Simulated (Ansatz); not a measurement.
# C2H4BrFSi: one species, many methods

One table from this session's results is given with a row withheld; the runs are named, their logs left out.

The runs use Ansatz 0.2.0, Gaussian basis; functionals in def2-TZVPP, the program's frozen cores in correlated methods.

Plan: PBE-D4, r2SCAN-D4, PBE0-D4, B3LYP-D4, ωB97X-V, ωB97M-V, B2PLYP; CCSD(T)/def2-TZVPP; MP2/def2-QZVPP; extrapolation to the limit.

### The geometry

All runs share one geometry, relaxed beforehand with PBE0-D4 in a triple-zeta def2 set.

SMILES `FC1(Br)C[SiH2]1`, 9 atoms, charge 0, spin multiplicity 1.

Atoms are counted from 1 here; the program's logs count them from 0.

Bond lengths: F1–C2 1.356 Å, C2–Br3 1.927 Å, C2–C4 1.518 Å, C2–Si5 1.863 Å, C4–Si5 1.869 Å, C4–H6 1.084 Å, C4–H7 1.088 Å, Si5–H8 1.477 Å, Si5–H9 1.475 Å. Angles: F1–C2–Br3 110.6°, F1–C2–C4 115.1°, F1–C2–Si5 122.7°, Br3–C2–C4 115.4°, Br3–C2–Si5 119.5°, C4–C2–Si5 66.2°, C2–C4–Si5 65.8°, C2–C4–H6 117.6°, C2–C4–H7 112.8°, Si5–C4–H6 122.5°, Si5–C4–H7 116.1°, H6–C4–H7 113.5°, C2–Si5–C4 48.0°, C2–Si5–H8 118.5°, C2–Si5–H9 118.8°, C4–Si5–H8 117.3°, C4–Si5–H9 120.5°, H8–Si5–H9 116.4°.

Set-up of the first run:

Contents of in.yaml:

```yaml
crystal:
  periodic: [false, false, false]
  atoms:
    - {symbol: F, position_ang: [-1.784041, 0.064255, 0.924859]}
    - {symbol: C, position_ang: [-0.442416, 0.124547, 0.736364]}
    - {symbol: Br, position_ang: [0.440312, 0.749680, 2.330883]}
    - {symbol: C, position_ang: [-0.003798, 0.792330, -0.554114]}
    - {symbol: Si, position_ang: [0.463618, -1.012449, -0.427986]}
    - {symbol: H, position_ang: [0.728049, 1.589180, -0.484543]}
    - {symbol: H, position_ang: [-0.837653, 1.025470, -1.212716]}
    - {symbol: H, position_ang: [-0.322526, -1.972992, -1.227768]}
    - {symbol: H, position_ang: [1.846955, -1.406219, -0.102078]}
basis:
  gaussian: {orbitals: def2-TZVPP}
hamiltonian: {xc: pbe, dispersion: d4}
output: {forces: true, orbitals: {seedname: orbitals}}
```

Started as:

```bash
$ ansatz run in.yaml --threads 4 --pin off --events-out ev --progress --plain --max-ram 10444MiB
```

Among the steps run: PBE-D4 (GGA); r2SCAN-D4 (meta-GGA); PBE0-D4 (hybrid); B3LYP-D4 (hybrid); ωB97X-V (range-separated); ωB97M-V (range-separated); B2PLYP (double hybrid); CCSD(T) in def2-TZVPP; MP2 in def2-QZVPP.

One table of the session follows, with a row left open; its other results are not shown here.

```
            method  atomisation energy (kJ/mol)
            PBE-D4                       3175.6
         r2SCAN-D4                       3106.4
           PBE0-D4                       3103.6
          B3LYP-D4                       3065.7
           ωB97X-V                       3096.5
           ωB97M-V                       3087.9
            B2PLYP                       3033.7
     HF/def2-TZVPP                       2156.3
    MP2/def2-TZVPP                       3065.2
   CCSD/def2-TZVPP                       2928.7
CCSD(T)/def2-TZVPP                            ?
           MP2/CBS                       3158.4
       CCSD(T)/CBS                       3082.6
```

Q: Estimate the row for CCSD(T)/def2-TZVPP from the others.

The run gave: atomisation energy (kJ/mol): 2989.4. In the column «atomisation energy (kJ/mol)» it lies between CCSD/def2-TZVPP (2928.7) and B2PLYP (3033.7).

Caveats from the session: Free atoms (1 F, 2 C, 1 Br, 1 Si, 4 H) were run apart at each level; the atomisation energy is their sum less the molecule, without zero-point or spin-orbit terms.
